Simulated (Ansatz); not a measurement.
C3H6BN, SMILES BC1C=C1N, a ladder of methods at one geometry

Computed with Ansatz 0.2.0 through its Python package.

Notebook, run cell by cell (the value of a cell's last expression is shown):

**Cell 1**
```python
from pathlib import Path

import ansatz as az
import numpy as np
```

**Cell 2**
```python
BASIS = 'cc-pVDZ'
```

**Cell 3**
```python
mol = (
    az.Crystal.molecule()
    .atom('B', [0.084, 0.8213, 1.5467])
    .atom('C', [-0.7771, 0.1382, 0.3768])
    .atom('C', [-0.7409, 0.8238, -0.8533])
    .atom('C', [0.1104, -0.3885, -0.6267])
    .atom('N', [0.9312, -1.4112, -1.1055])
    .atom('H', [-0.4723, 1.7579, 2.1422])
    .atom('H', [1.1108, 0.4495, 1.889])
    .atom('H', [-1.6927, -0.3698, 0.5557])
    .atom('H', [-0.9951, 1.6642, -1.4331])
    .atom('H', [1.3186, -1.3497, -2.0318])
    .atom('H', [1.1884, -2.1927, -0.4394])
)
```

**Cell 4**
```python
model = mol.calculation().basis(gaussian=BASIS).accuracy('high')
```

**Cell 5**
```python
print('functional    E (Ha)        dipole (D)   HOMO (eV)  LUMO (eV)')
for name in ['revpbe', 'hse06', 'b3lyp', 'r2scan0', 'blyp']:
    rep = model.functional(name).forces().orbitals().run(runs_dir='runs').report
    lines = Path(rep['orbitals_path']).read_text().splitlines()
    field_of = lambda key: [line.split('=')[1].strip() for line in lines if line.startswith(key)]
    orbitals = [(27.211386 * float(e), s, float(n)) for e, s, n in zip(field_of('Ene='), field_of('Spin='), field_of('Occup='))]
    homo = max(e for e, _, n in orbitals if n > 0.5)
    lumo = min(e for e, _, n in orbitals if n < 0.5)
    dipole = 4.803205 * np.linalg.norm(rep['charge_distribution']['dipole_moment_e_ang'])
    print(f'{name:10s} {rep["free_energy_ev"] / 27.211386246:14.6f} {dipole:9.3f} {homo:11.3f} {lumo:10.3f}')
```
Output:
```text
functional    E (Ha)        dipole (D)   HOMO (eV)  LUMO (eV)
revpbe        -197.307401     3.624      -3.741     -1.610
hse06         -197.101715     3.406      -4.385     -1.147
b3lyp         -197.357616     3.432      -4.572     -0.946
r2scan0       -197.211562     3.344      -4.872     -0.562
blyp          -197.259297     3.648      -3.622     -1.528
```

Notes:
- These settings explore the input space; basis and method may be short of convergence.
- The geometry is a force-field or estimated start, not a minimum of this method, and the basis set is short of its limit. A lower total doesn't mark the better method: functionals have no common bound, and MP2 and coupled cluster aren't variational.
- b3lyp holds the VWN-RPA fit, as in Gaussian; the form of ORCA and Turbomole is b3lyp5.
- Levels such as HOMO and LUMO are orbital energies: with these approximate functionals they aren't the ionisation energy and electron affinity, and their gap isn't the fundamental gap.
- hse06 follows the composition of plane-wave codes, whose totals differ by tens of mHa, up to about 0.1 Ha, from the form usual in Gaussian-basis programs (wpbeh).
- Wall time of the script: 81 s on 1 thread of Arm Neoverse V1 (shared host), peak memory 0.49 GiB.

(Lines on the test bed's own set-up are left out of the output.)
